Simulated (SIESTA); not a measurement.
SnIr3:

```xyz
8
Lattice="5.6860 0.0000 0.0000 -2.8430 4.9242 0.0000 0.0000 0.0000 4.5379" Properties=species:S:1:pos:R:3 pbc="T T T"
Ir    0.0000    1.6032    1.1345
Ir   -1.4546    4.1226    1.1345
Ir    1.4546    4.1226    1.1345
Ir    2.8430    3.3210    3.4035
Ir    4.2976    0.8016    3.4035
Ir    1.3885    0.8016    3.4035
Sn    0.0000    3.2828    3.4035
Sn    2.8430    1.6414    1.1345
```

The cell comes from a database or a generator and needn't be the stable form of this composition.

| Item | Value |
| --- | --- |
| Program | SIESTA 5.4.2 |
| Task | single point |
| Functional | PBE |
| Potentials or basis | PseudoDojo 0.4 standard (PBE files) |
| Basis | DZP (energy shift 0.003 Ry; two zetas on semicore shells) |
| Grid cutoff | 800 Ry |
| Energy shift | 0.003 Ry |
| k mesh | 6 × 6 × 6 |
| Occupations | fermi-dirac, width 0.05 eV |
| Spin | no spin polarisation |

On this cell: pressure 2.7 GPa; largest force 0.053 eV/Å; band gap on the k mesh none (metal or under the smearing width).

The same run follows on a disturbed copy (atoms moved at random, drawn with an rms of 0.05 Å):

```
Ir Sn
1.0
     5.68603    0.00000    0.00000
    -2.84302    4.92425    0.00000
     0.00000    0.00000    4.53794
Ir Sn
6 2
Direct
  0.16663 0.32422 0.24736
  0.16035 0.83391 0.24893
  0.67824 0.84068 0.23414
  0.82602 0.67110 0.74011
  0.84298 0.15939 0.75711
  0.33345 0.16729 0.75052
  0.33242 0.67619 0.74708
  0.66486 0.32914 0.23353
```

Q: What changes?

A: The energy (extrapolated to zero smearing) moves by +15.7 meV/atom; pressure 3.5 GPa; largest force 1.297 eV/Å; band gap on the k mesh none (metal or under the smearing width).

Forces on the atoms (eV/Å):
```
Ir  -0.024  0.267  0.326
Ir  -0.243  0.022 -0.038
Ir  -0.145 -0.280  0.939
Ir   0.598  0.028 -0.197
Ir   0.026  0.563 -1.168
Ir  -0.404 -0.349 -0.542
Sn  -0.048 -0.466 -0.212
Sn   0.242  0.218  0.894
```

Stress tensor (GPa, compression positive):
```
 2.97 -0.50 -0.14
-0.50  2.79 -0.81
-0.14 -0.81  4.81
```

Caveats: short orbitals over semicore shells can move pressures by several GPa; the valence orbitals were made in a potential fitted to the semicore shell under them, which widens gaps by tenths of an eV or more; the basis of atomic orbitals isn't converged, which shifts pressures, moduli and gaps.
